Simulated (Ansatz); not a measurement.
# Ge2H3 (doublet): the correlation ladder at distance Ge1–Ge2 = 2.489 Å, cc-pVTZ

One table from this session's results is given with a row withheld; the runs are named, their logs left out.

Computed with Ansatz 0.2.0, Gaussian basis. Level: cc-pVTZ, core rule «outside noble gas», up to 28 orbitals frozen.

Plan: UHF; CCSD(T) on ROHF; CCSD(T) on UHF; BCCD(T) on ROHF; CCSDT(Q) on ROHF; CCSDT(Q) on UHF; CASSCF and NEVPT2, 3 electrons in 3 orbitals.

3 further runs of the same task are left out: 1 for a known fault of the program, 2 that didn't finish. Runs told in other sessions of the task aren't counted.

### The system

The geometry derives from a PBE0/def2-TZVP stationary point (not a proven minimum). One bond is set to the value named and the two fragments are kept rigid. No spin-orbit coupling is included. The filled d shell of Ge may be among the frozen orbitals whatever the setting's name suggests.

5 atoms, charge 0, spin multiplicity 2.

Atoms are counted from 1 here; the program's logs count them from 0.

Bond lengths: Ge1–Ge2 2.489 Å, Ge1–H3 1.550 Å, Ge1–H4 1.544 Å, Ge1–H5 1.544 Å. Angles: Ge2–Ge1–H3 104.2°, Ge2–Ge1–H4 115.6°, Ge2–Ge1–H5 115.6°, H3–Ge1–H4 106.7°, H3–Ge1–H5 106.7°, H4–Ge1–H5 107.3°.

The first run:

in.yaml

```yaml
crystal:
  periodic: [false, false, false]
  atoms:
    - {symbol: Ge, position_ang: [-0.001989, 0.000001, 1.207499]}
    - {symbol: Ge, position_ang: [-0.001381, -0.000001, -1.281547]}
    - {symbol: H, position_ang: [1.500233, -0.000013, 1.588157]}
    - {symbol: H, position_ang: [-0.628647, 1.243483, 1.874144]}
    - {symbol: H, position_ang: [-0.628670, -1.243469, 1.874145]}
basis:
  gaussian: {orbitals: cc-pVTZ}
magnetization: {spin_polarized: true, initial_magnetization: 1}
hamiltonian: {xc: hf}
output: {orbitals: {seedname: orbitals}}
```

On the command line:

```bash
$ ansatz run in.yaml --threads 1 --pin off --events-out ev --progress --plain --max-ram 2816MiB --backend cpu
```

Among the steps run: UHF; CCSD(T) on ROHF; CCSD(T) on UHF; BCCD(T) on ROHF; CCSDT(Q) on ROHF; CCSDT(Q) on UHF; CASSCF and NEVPT2, 3 electrons in 3 orbitals.

One of the session's tables, all rows but one given; the rest of the session is left out.

| method | from UCCSDT(Q) (meV) |
| --- | --- |
| ROHF | +6652.3 |
| UHF | +6544.3 |
| RMP2 | +1321.8 |
| UMP2 | +1366.8 |
| RCCSD | +264.4 |
| UCCSD | ? |
| RCCSD(T) | +47.7 |
| UCCSD(T) | +45.5 |
| BCCD(T) | +47.0 |
| RCCSDT | +12.3 |
| UCCSDT | +9.2 |
| RCCSDT(Q) | +3.5 |
| UCCSDT(Q) | 0 |
| CASSCF pair | +6234.8 |
| NEVPT2 pair | +1294.9 |

Q: Estimate the row for UCCSD from the others.

**Answer.** from UCCSDT(Q) (meV): +259.5. In the column «from UCCSDT(Q) (meV)» it lies between RCCSD(T) (+47.7) and RCCSD (+264.4).

Limits of these values: Restricted and unrestricted rows rest on different reference determinants; a gap between their highest levels can come from leftover correlation error, from unlike frozen cores or from another state.
